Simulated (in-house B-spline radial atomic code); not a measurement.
**Gd⁵⁵⁺: Hartree-Fock with and without relativity**

Aim: what relativity does to the energy, levels and radii of Gd⁵⁵⁺.

Method: Hartree-Fock averaged over the configuration, non-relativistic (point nucleus) and Dirac-Coulomb (finite nucleus); spherical all-electron atom at the radial basis limit. Code: in-house B-spline radial atomic code version 1.

### Step 1. What is computed

| Property | Result |
| --- | --- |
| element | gadolinium (Z = 64) |
| charge | +55 |
| electrons | 9 |
| configuration | [He] 2s2 2p5 |
| nucleus | point (non-relativistic run); Fermi, rms radius 5.157 fm (Dirac runs) |

Outer shells as boxes (Hund's rule):

[He] 2s2 2p5
```
[He] core
2s [↑↓]
2p [↑↓][↑↓][↑ ]
```

The boxes draw the filling by Hund's rule, which heavy ions in jj coupling don't follow; these runs average over all states of the configuration.

### Step 2. Non-relativistic run

The run's settings:

```ini
Z = 64
electrons = 9.0
configuration = [He] 2s2 2p5
hamiltonian = nr
method = hf
spin_polarised = False
```

### Step 3. Dirac-Coulomb run

The run's settings:

```ini
Z = 64
electrons = 9.0
configuration = [He] 2s2 2p5
hamiltonian = dirac
method = hf
spin_polarised = False
nucleus = fermi
rms_radius = 5.1569
mass_number = 158
atomic_mass = 157.9241112
speed_of_light = 137.035999084
```

### Step 4. Dirac-Coulomb run in the lowest jj configuration, 1s2 2s2 2p-2 2p+3

In configurations, a minus sign after the shell means j = l − 1/2 and a plus sign j = l + 1/2; the count of electrons follows.

The settings differ from step 3 so:

```diff
@@ -2,3 +2,3 @@
 electrons = 9.0
-configuration = [He] 2s2 2p5
+configuration = 1s2 2s2 2p-2 2p+3
 hamiltonian = dirac
```

Before running: How much does each shell's level and mean radius change with the Dirac Hamiltonian, and the total energy?

As calculated:

Levels and radii; the Dirac values are averaged over j with the occupations as weights.

| shell | ε non-rel. (eV) | ε Dirac (eV) | <r> non-rel. (bohr) | <r> Dirac (bohr) | change of <r> (%) |
| --- | --- | --- | --- | --- | --- |
| 1s | -52048.1 | -55168.6 | 0.02366 | 0.02187 | -7.60 |
| 2s | -11770.0 | -12658.6 | 0.09835 | 0.09051 | -7.97 |
| 2p | -11483.0 | -11825.9 | 0.08324 | 0.07969 | -4.27 |

**Reading.** Relativity and the finite nucleus together change the total energy by -387.73 hartree (-5.4 %). The first-order mass-velocity and Darwin terms of the non-relativistic run add up to -339.87 hartree, 88 % of it. Averaged over j, the 2s shell contracts most (-7.97 %). Spin-orbit coupling splits the 2p level by 735.22 eV. The lowest jj configuration lies 241.68 eV below the average over the whole configuration. Breit terms add 7.26 hartree and QED terms 6.57 hartree.
